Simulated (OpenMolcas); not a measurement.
# One shape, several levels: triplet SnS

Wanted: a comparison of 3 runs (U-revPBE/def2-TZVP, USVWN5/def2-TZVP, UTPSS/def2-TZVP) of triplet SnS. 

Program for the calculation: OpenMolcas 26.06.

## Step 1: The molecule

SnS has 2 atoms, charge 0, and is taken as a triplet. SMILES of the parent species: `[S][Sn]`. The bond length is the one measured for the parent species. That shape belongs to the parent species and isn't relaxed for this state.

Bond lengths: S1–Sn2 2.209 Å.

## Step 2: A single-point energy at U-revPBE/def2-TZVP (core potential) (run 1)

geom.xyz reads:

```xyz
2

S      0.000000     0.000000     0.000000
Sn     0.000000     0.000000     2.209026
```

run.input reads:

```
>>> EXPORT MOLCAS_PRINT=2

&GATEWAY
 BasLib = $CurrDir
 Coord = geom.xyz
 Basis = def2-TZVP
 Group = NoSym

&SEWARD
 GridInput
 Grid=UltraFine
 End of Grid

&SCF
 UHF
 Spin = 3
 KSDFT = revPBE
 Thresholds = 1e-10 1e-07 1e-07 1e-05
 PrOrbitals = 1 1
```

The basis set def2-TZVP is read from a file made from the Basis Set Exchange's data (not shown).

Started as:

```sh
$ export MOLCAS_MEM=1860
$ pymolcas run.input > run.log
```

The log of the run:

```text
--- Start Module: gateway ---
[...]
--- Stop Module: gateway /rc=_RC_ALL_IS_WELL_ ---
--- Start Module: seward ---
[...]
      Basis functions           87
--- Stop Module: seward /rc=_RC_ALL_IS_WELL_ ---
[...]
--- Start Module: scf ---
[...]
       Convergence after  28 Iterations
[...]
::    Total KS-DFT energy                            -612.4265912799
[...]
      Total spin, S                                     1.0024087286
[...]
      Total electronic charge=   38.000000
      Total            charge=   -0.000000
[...]
      Dipole Moment (debye):
      Origin of the operator (angstrom)=    0.0000    0.0000    1.7440
                   X=  3.5542E-15               Y=  2.2761E-14               Z=  3.4572E-01           Total=  3.4572E-01
      Quadrupole Moment (debye*angstrom):
[...]
--- Stop Module: scf /rc=_RC_ALL_IS_WELL_ ---
[...]
```

Run time: 28 s. Hardware: 1 thread of Arm Neoverse V1, shared host; peak memory 0.48 GiB.

## Step 3: The energy at USVWN5/def2-TZVP (core potential) (run 2)

job.input reads:

```
* SSn Kohn-Sham DFT
>>> EXPORT MOLCAS_PRINT=2

&GATEWAY
  BasLib=$CurrDir
  Coord
  2
  bohr
  S      0.00000000     0.00000000     0.00000000
  Sn     0.00000000     0.00000000     4.17445414
  Basis=def2-TZVP
  Group=NoSym

&SEWARD
  GridInput
  Grid=UltraFine
  End of Grid

&SCF
  UHF
  Spin=3
  KSDFT=SVWN5
  Thresholds=1e-10 1e-07 1e-07 1e-05
  PrOrbitals=1
```

The basis set def2-TZVP is read from a file made from the Basis Set Exchange's data (not shown).

Started as:

```sh
$ export MOLCAS_MEM=1860
$ pymolcas job.input > job.log
```

The log of the run:

```text
--- Start Module: gateway ---
[...]
--- Stop Module: gateway /rc=_RC_ALL_IS_WELL_ ---
--- Start Module: seward ---
[...]
      Basis functions           87
--- Stop Module: seward /rc=_RC_ALL_IS_WELL_ ---
[...]
--- Start Module: scf ---
[...]
       Convergence after  29 Iterations
[...]
::    Total KS-DFT energy                            -610.7405675592
[...]
      Total spin, S                                     1.0007410887
[...]
      Total electronic charge=   38.000000
      Total            charge=   -0.000000
[...]
      Dipole Moment (debye):
      Origin of the operator (angstrom)=    0.0000    0.0000    1.7440
                   X=  1.5574E-14               Y=  1.5734E-14               Z=  5.3843E+00           Total=  5.3843E+00
      Quadrupole Moment (debye*angstrom):
[...]
--- Stop Module: scf /rc=_RC_ALL_IS_WELL_ ---
[...]
```

Wall time 19 s (1 thread of Arm Neoverse V1, shared host); peak memory 0.48 GiB.

## Step 4: A single-point energy at UTPSS/def2-TZVP (core potential) (run 3)

input.xyz reads:

```xyz
2

S      0.000000     0.000000     0.000000
Sn     0.000000     0.000000     2.209026
```

mol.inp reads:

```
>>> EXPORT MOLCAS_PRINT=2

&GATEWAY
  BasLib=$CurrDir
  Coord=input.xyz
  Basis=def2-TZVP
  Group=NoSym

&SEWARD
  GridInput
  Grid=UltraFine
  End of Grid

&SCF
  UHF
  Spin=3
  KSDFT=2
  1.0 MGGA_X_TPSS
  1.0 MGGA_C_TPSS
  Thresholds=1e-10 1e-07 1e-07 1e-05
  PrOrbitals=1 1
```

The basis set def2-TZVP is read from a file made from the Basis Set Exchange's data (not shown).

Started as:

```sh
$ export MOLCAS_MEM=1860
$ pymolcas mol.inp > mol.log
```

The log of the run:

```text
--- Start Module: gateway ---
[...]
--- Stop Module: gateway /rc=_RC_ALL_IS_WELL_ ---
--- Start Module: seward ---
[...]
      Basis functions           87
--- Stop Module: seward /rc=_RC_ALL_IS_WELL_ ---
[...]
--- Start Module: scf ---
[...]
       Convergence after  25 Iterations
[...]
::    Total KS-DFT energy                            -612.3813394959
[...]
      Total spin, S                                     1.0025877330
[...]
      Total electronic charge=   38.000000
      Total            charge=   -0.000000
[...]
      Dipole Moment (debye):
      Origin of the operator (angstrom)=    0.0000    0.0000    1.7440
                   X= -2.8770E-15               Y= -1.1429E-15               Z=  2.3776E+00           Total=  2.3776E+00
      Quadrupole Moment (debye*angstrom):
[...]
--- Stop Module: scf /rc=_RC_ALL_IS_WELL_ ---
[...]
```

It took 40 s on 1 thread of Arm Neoverse V1, shared host; peak memory 0.48 GiB.

## Step 5: The series

| run | level | energy (Eh) | dipole moment (D) | HOMO energy (eV) | ⟨S²⟩ | wall time |
| --- | --- | --- | --- | --- | --- | --- |
| 1 | U-revPBE/def2-TZVP (core potential) | -612.426591 | 0.35 | -3.62 | 2.007 | 28 s |
| 2 | USVWN5/def2-TZVP (core potential) | -610.740568 | 5.38 | -3.81 | 2.002 | 19 s |
| 3 | UTPSS/def2-TZVP (core potential) | -612.381339 | 2.38 | -3.80 | 2.008 | 40 s |

## Step 6: Results

| quantity | value |
| --- | --- |
| run 3: total energy | -612.38134 Eh |
| run 3: dipole moment | 2.38 D |
| run 3: HOMO energy (highest over α and β) | -3.80 eV |
| run 3: ⟨S²⟩ | 2.008 |

The dipole moment (its size) runs from 0.35 D (U-revPBE/def2-TZVP) to 5.38 D (USVWN5/def2-TZVP). So wide a spread suggests that the runs ended on unlike SCF solutions, not only an effect of the method. Totals of different functionals can't be ranked against each other. All runs together took 88 s, the longest 40 s.
